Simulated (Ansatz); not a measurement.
# The cluster Al₃H₉O₉: a spread of methods and bases, part 2 of 2

Ansatz 0.2.0, Gaussian basis; the settings change from run to run. The steps go on from the part before.

### 4 PBEsol/def2-SVP

Set apart from the defaults: multiplicity 3, restricted open-shell orbitals, coordinates scaled by 1.25, density fitting with def2-universal-jkfit, D3(BJ) dispersion, high accuracy.

The input, in.yaml:

```yaml
crystal:
  periodic: [false, false, false]
  atoms:
    - {symbol: Al, position_ang: [-1.627398, -0.197746, 1.639246]}
    - {symbol: Al, position_ang: [0.319497, -1.012763, -1.734137]}
    - {symbol: Al, position_ang: [1.097403, 1.777273, 0.887451]}
    - {symbol: O, position_ang: [1.585056, -3.078730, -1.978447]}
    - {symbol: O, position_ang: [-3.320340, -0.233438, 0.287406]}
    - {symbol: O, position_ang: [0.244802, -0.270856, 0.357917]}
    - {symbol: O, position_ang: [-1.541869, -1.898473, -2.322204]}
    - {symbol: O, position_ang: [-1.860741, -1.422267, 3.377027]}
    - {symbol: O, position_ang: [2.806666, 1.780575, 2.173330]}
    - {symbol: O, position_ang: [1.736337, 0.101862, -2.902517]}
    - {symbol: O, position_ang: [1.195590, 3.031683, -0.879116]}
    - {symbol: O, position_ang: [-0.854404, 1.949437, 2.124199]}
    - {symbol: H, position_ang: [0.842662, -3.898572, -2.483455]}
    - {symbol: H, position_ang: [2.484870, -2.842934, -2.762463]}
    - {symbol: H, position_ang: [-4.397008, -0.597086, 0.683016]}
    - {symbol: H, position_ang: [-2.500822, -1.466014, -1.708110]}
    - {symbol: H, position_ang: [-1.010613, -1.677456, 4.183985]}
    - {symbol: H, position_ang: [3.794801, 2.411211, 1.915659]}
    - {symbol: H, position_ang: [1.817770, 1.282691, -2.627017]}
    - {symbol: H, position_ang: [0.260338, 3.638090, -1.328606]}
    - {symbol: H, position_ang: [-1.072584, 2.623551, 3.096838]}
basis:
  gaussian: {orbitals: def2-SVP, fitting: {mean_field: def2-universal-jkfit}}
magnetization: {spin_polarized: false, initial_magnetization: 2}
hamiltonian: {xc: {name: PBEsol}, dispersion: d3bj}
accuracy: high
scf: {omitted_lower_state_checks: [starts]}
output: {forces: true}
```

Command:

```sh
ansatz run in.yaml --threads 2 --pin off --events-out ev --progress --plain --max-ram 22528MiB --backend cuda --devices 0, --max-vram 18GiB
```

What it wrote:

```text
Functional definition: PBEsol
  name "PBEsol"
  cite "Perdew et al., Phys. Rev. Lett. 100, 136406 (2008) doi:10.1103/PhysRevLett.100.136406"
  cite "Perdew, Burke & Ernzerhof, Phys. Rev. Lett. 77, 3865 (1996) doi:10.1103/PhysRevLett.77.3865"
  parent pbesol
  exchange = pbesol_x
  correlation = pbesol_c
these checks for a lower state are left out or cut short: starts
1239 factors; integrals over basis functions are off by at most 3.5e-1 eV
mean field evaluation 1: about -38160.8403 eV, gradient 1.5e2 eV
mean field evaluation 2: about -38160.8457 eV, gradient 1.5e2 eV
mean field evaluation 4: about -37418.7041 eV, gradient 3.2e2 eV
mean field evaluation 8: about -38168.1251 eV, gradient 1.1e2 eV
mean field evaluation 16: about -38203.6363 eV, gradient 3.9e0 eV
mean field -38203.86055223 eV, -1403.9659797878 hartree, gradient 2.5e-8 eV, S^2 2.000000; 0 other end points of the search recorded, 0 dependent functions left out
the calculation of the forces begins
reference -38203.86055928 eV, -1403.9659800469 hartree; 61, 59 occupied and 164, 166 virtual orbitals, 1239 factors
Total energy: -38204.08705064 eV, -1403.9743034509 hartree
Atom 0 at    -1.627398    -0.197746     1.639246 Å, force     0.447764     0.098588    -0.199656 eV/Å
Atom 1 at     0.319497    -1.012763    -1.734137 Å, force    -0.298286     0.676662     0.599338 eV/Å
Atom 2 at     1.097403     1.777273     0.887451 Å, force    -0.474271    -0.286896    -0.070667 eV/Å
Atom 3 at     1.585056    -3.078730    -1.978447 Å, force    -0.082286    -1.028370    -4.430691 eV/Å
Atom 4 at    -3.320340    -0.233438     0.287406 Å, force    -1.937870    -1.591779     2.991282 eV/Å
Atom 5 at     0.244802    -0.270856     0.357917 Å, force    -0.997965     1.405623    -0.490272 eV/Å
Atom 6 at    -1.541869    -1.898473    -2.322204 Å, force    -1.101594     2.695652     2.901381 eV/Å
Atom 7 at    -1.860741    -1.422267     3.377027 Å, force     3.276326     0.471640     0.923421 eV/Å
Atom 8 at     2.806666     1.780575     2.173330 Å, force     1.551974     2.450986    -2.645918 eV/Å
Atom 9 at     1.736337     0.101862    -2.902517 Å, force    -1.511323     2.856748     2.380471 eV/Å
Atom 10 at     1.195590     3.031683    -0.879116 Å, force    -3.392165     0.666767     0.105473 eV/Å
Atom 11 at    -0.854404     1.949437     2.124199 Å, force     0.152205     0.687826     2.119267 eV/Å
Atom 12 at     0.842662    -3.898572    -2.483455 Å, force     3.113346     3.397326     1.700678 eV/Å
Atom 13 at     2.484870    -2.842934    -2.762463 Å, force    -3.832155    -1.054726     2.879267 eV/Å
Atom 14 at    -4.397008    -0.597086     0.683016 Å, force     4.805890     1.489665    -1.304825 eV/Å
Atom 15 at    -2.500822    -1.466014    -1.708110 Å, force     4.063836    -1.297640    -1.995242 eV/Å
Atom 16 at    -1.010613    -1.677456     4.183985 Å, force    -3.314391     1.428125    -3.833130 eV/Å
Atom 17 at     3.794801     2.411211     1.915659 Å, force    -4.485083    -2.581188     0.667964 eV/Å
Atom 18 at     1.817770     1.282691    -2.627017 Å, force    -0.760332    -4.671777    -0.596631 eV/Å
Atom 19 at     0.260338     3.638090    -1.328606 Å, force     3.730017    -2.836843     2.345374 eV/Å
Atom 20 at    -1.072584     2.623551     3.096838 Å, force     1.046363    -2.976389    -4.046885 eV/Å
Dipole moment:     0.148459    -0.203638    -0.112728 e Å
Checks for a lower state left out: starts
```

It took 13 s on 1 × H100 (card shared with other runs) with 2 threads of AMD EPYC 7R13, shared host; peak host memory 1 GiB.

Largest force 5.265 eV/Å, dipole 1.33 D.

### 5 r2SCANh/cc-pVDZ

Options: charge +1, multiplicity 2, restricted open-shell orbitals, D4 dispersion, high accuracy.

The input, in.yaml:

```yaml
crystal:
  periodic: [false, false, false]
  atoms:
    - {symbol: Al, position_ang: [-1.301919, -0.158197, 1.311396]}
    - {symbol: Al, position_ang: [0.255597, -0.810211, -1.387309]}
    - {symbol: Al, position_ang: [0.877922, 1.421819, 0.709961]}
    - {symbol: O, position_ang: [1.268045, -2.462984, -1.582758]}
    - {symbol: O, position_ang: [-2.656272, -0.186751, 0.229925]}
    - {symbol: O, position_ang: [0.195842, -0.216685, 0.286334]}
    - {symbol: O, position_ang: [-1.233496, -1.518779, -1.857763]}
    - {symbol: O, position_ang: [-1.488593, -1.137813, 2.701622]}
    - {symbol: O, position_ang: [2.245333, 1.424460, 1.738664]}
    - {symbol: O, position_ang: [1.389070, 0.081490, -2.322014]}
    - {symbol: O, position_ang: [0.956472, 2.425346, -0.703293]}
    - {symbol: O, position_ang: [-0.683523, 1.559549, 1.699359]}
    - {symbol: H, position_ang: [0.674129, -3.118858, -1.986764]}
    - {symbol: H, position_ang: [1.987896, -2.274347, -2.209971]}
    - {symbol: H, position_ang: [-3.517607, -0.477669, 0.546413]}
    - {symbol: H, position_ang: [-2.000658, -1.172811, -1.366488]}
    - {symbol: H, position_ang: [-0.808491, -1.341965, 3.347188]}
    - {symbol: H, position_ang: [3.035841, 1.928969, 1.532527]}
    - {symbol: H, position_ang: [1.454216, 1.026153, -2.101614]}
    - {symbol: H, position_ang: [0.208270, 2.910472, -1.062885]}
    - {symbol: H, position_ang: [-0.858067, 2.098841, 2.477471]}
basis:
  gaussian: {orbitals: cc-pVDZ}
total_charge: 1
magnetization: {spin_polarized: false, initial_magnetization: 1}
hamiltonian: {xc: {name: r2SCANh}, dispersion: d4}
accuracy: high
scf: {omitted_lower_state_checks: [starts]}
output: {forces: true}
```

Launched as before.

What it wrote:

```text
Functional definition: r2SCANh
  name "r2SCANh"
  cite "Bursch, Neugebauer, Ehlert & Grimme, J. Chem. Phys. 156, 134105 (2022) doi:10.1063/5.0086040"
  cite "Furness, Kaplan, Ning, Perdew & Sun, J. Phys. Chem. Lett. 11, 8208 (2020) doi:10.1021/acs.jpclett.0c02405"
  cite "Furness, Kaplan, Ning, Perdew & Sun, J. Phys. Chem. Lett. 11, 9248 (2020) doi:10.1021/acs.jpclett.0c03077"
  parent r2scan
  parameter a = 0.1
  parameter k0 = 0.174
  parameter k1 = 0.065
  parameter a1 = 4.9479
  exchange = (1 - a)*r2scan_x(k0 = k0, k1 = k1, a1 = a1) + a*exact_x
  correlation = r2scan_c
these checks for a lower state are left out or cut short: starts
5227 factors; integrals over basis functions are off by at most 1.2e-8 eV
mean field evaluation 1: about -38316.0059 eV, gradient 1.5e2 eV
mean field evaluation 2: about -38316.1415 eV, gradient 1.5e2 eV
mean field evaluation 4: about -38339.8190 eV, gradient 8.1e1 eV
mean field evaluation 8: about -38354.5733 eV, gradient 2.6e1 eV
mean field evaluation 16: about -38356.9047 eV, gradient 8.0e0 eV
mean field -38357.08858696 eV, -1409.5970062022 hartree, gradient 2.4e-8 eV, S^2 0.750000; 0 other end points of the search recorded, 0 dependent functions left out
the calculation of the forces begins
reference -38357.08859367 eV, -1409.5970064491 hartree; 60, 59 occupied and 165, 166 virtual orbitals, 5227 factors
Total energy: -38357.26865866 eV, -1409.6036237153 hartree
Atom 0 at    -1.301919    -0.158197     1.311396 Å, force     0.299291     0.639755     0.189556 eV/Å
Atom 1 at     0.255597    -0.810211    -1.387309 Å, force     0.753045    -0.536430     0.611003 eV/Å
Atom 2 at     0.877922     1.421819     0.709961 Å, force    -0.635059     0.104954     0.148665 eV/Å
Atom 3 at     1.268045    -2.462984    -1.582758 Å, force    -0.270229     0.375767    -0.011288 eV/Å
Atom 4 at    -2.656272    -0.186751     0.229925 Å, force    -0.133836    -0.217203    -0.489937 eV/Å
Atom 5 at     0.195842    -0.216685     0.286334 Å, force     0.001849    -0.073203    -0.162163 eV/Å
Atom 6 at    -1.233496    -1.518779    -1.857763 Å, force    -0.810771    -0.273824    -0.134681 eV/Å
Atom 7 at    -1.488593    -1.137813     2.701622 Å, force    -0.173801    -0.347724     0.401609 eV/Å
Atom 8 at     2.245333     1.424460     1.738664 Å, force     0.441543    -0.083731     0.388589 eV/Å
Atom 9 at     1.389070     0.081490    -2.322014 Å, force     0.260896     0.474901    -0.410293 eV/Å
Atom 10 at     0.956472     2.425346    -0.703293 Å, force     0.065253    -0.065736    -0.449516 eV/Å
Atom 11 at    -0.683523     1.559549     1.699359 Å, force     0.042927    -0.171084    -0.047659 eV/Å
Atom 12 at     0.674129    -3.118858    -1.986764 Å, force     0.192261    -0.215182    -0.059115 eV/Å
Atom 13 at     1.987896    -2.274347    -2.209971 Å, force     0.102296    -0.259074    -0.039683 eV/Å
Atom 14 at    -3.517607    -0.477669     0.546413 Å, force    -0.243398    -0.033696     0.009713 eV/Å
Atom 15 at    -2.000658    -1.172811    -1.366488 Å, force    -0.373728     0.138625    -0.087180 eV/Å
Atom 16 at    -0.808491    -1.341965     3.347188 Å, force     0.113314    -0.129037     0.168790 eV/Å
Atom 17 at     3.035841     1.928969     1.532527 Å, force     0.292793     0.093877     0.032353 eV/Å
Atom 18 at     1.454216     1.026153    -2.101614 Å, force     0.218452     0.257147    -0.085572 eV/Å
Atom 19 at     0.208270     2.910472    -1.062885 Å, force    -0.075876     0.206497    -0.029932 eV/Å
Atom 20 at    -0.858067     2.098841     2.477471 Å, force    -0.067225     0.114401     0.056742 eV/Å
Dipole moment:     0.107434    -0.153722     0.034981 e Å
Checks for a lower state left out: starts
```

Run time: 22 s. Hardware: 1 × H100 (card shared with other runs) with 2 threads of AMD EPYC 7R13, shared host; peak host memory 1.8 GiB.

Largest force 1.108 eV/Å.

### 6 All runs side by side

```
              level  charge  multiplicity  geometry  functions  energy (eV)  time
      wB97X-V/6-31G       0             1    shaken        138   -38358.971  11 s
r2SCAN50/def2-mTZVP       0             1    shaken        309   -38360.521   7 s
    PBEsol/def2-SVP       0             3    scaled        225   -38204.087  13 s
    r2SCANh/cc-pVDZ       1             2   relaxed        225   -38357.269  22 s
```

### 7 Results

The summary covers parts 1 to 2.

| quantity | value |
| --- | --- |
| runs | 4 |
| quickest | r2SCAN50/def2-mTZVP, 7 s |
| slowest | r2SCANh/cc-pVDZ, 22 s |

What this shows: The runs differ in state or geometry as well as level, so their energies can't be set against each other. Run time spans a factor of 3, from r2SCAN50/def2-mTZVP to r2SCANh/cc-pVDZ. The jobs differ in tasks and options as well as level.
